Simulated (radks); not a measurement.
**Hf³⁺ in [Kr] 4d10 4f14 5s1.5 5p6 5d1 6s0.5: an all-electron calculation**

Aim: the levels, the sizes of the orbitals and the parts of the energy of the hafnium ion Hf3+.

Method: scalar-relativistic Kohn-Sham, PW91, spin-polarised, spherical densities, finite nucleus; open shells are filled with parallel spins first. Code: radks (a radial shooting solver on a logarithmic mesh, Libxc functionals) version 1.

### 1 The system

* element: hafnium (Z = 72)
* charge: +3
* electrons: 69
* configuration: [Kr] 4d10 4f14 5s1.5 5p6 5d1 6s0.5
* nuclear rms radius: 5.347 fm

### 2 The calculation

Input:

```text
Z 72
configuration [Kr] 4d10 4f14 5s1.5 5p6 5d1 6s0.5
relativity scalar-relativistic
functional pw91,pw91
spin polarised
nucleus finite rms 5.347 fm
c 137.035999084
```

Launch:

```bash
python run_ks.py task.json out
```

The same process makes all the runs of this session.

**Question.** What will this run give?

**Answer**, as computed:

| quantity | value |
| --- | --- |
| total energy | -15074.8520 hartree |
| exchange-correlation share of it | 2.04 % |
| −T/E | 1.0953 |
| highest occupied level | 6s up, -27.665 eV |
| most extended occupied level | 6s up, <r> = 2.71 bohr |
| radius at density 0.001 e/bohr³ | 3.62 bohr |
| maxima of the radial density | 4 |

6 principal shells are occupied and 4 maxima appear in the radial density; where shells overlap, one shows as a shoulder or not at all. Relativity lifts −T/E to 1.095. This is not the tabulated ground configuration, so its levels and sizes aren't those of the ground state, and no measured value stands beside it.
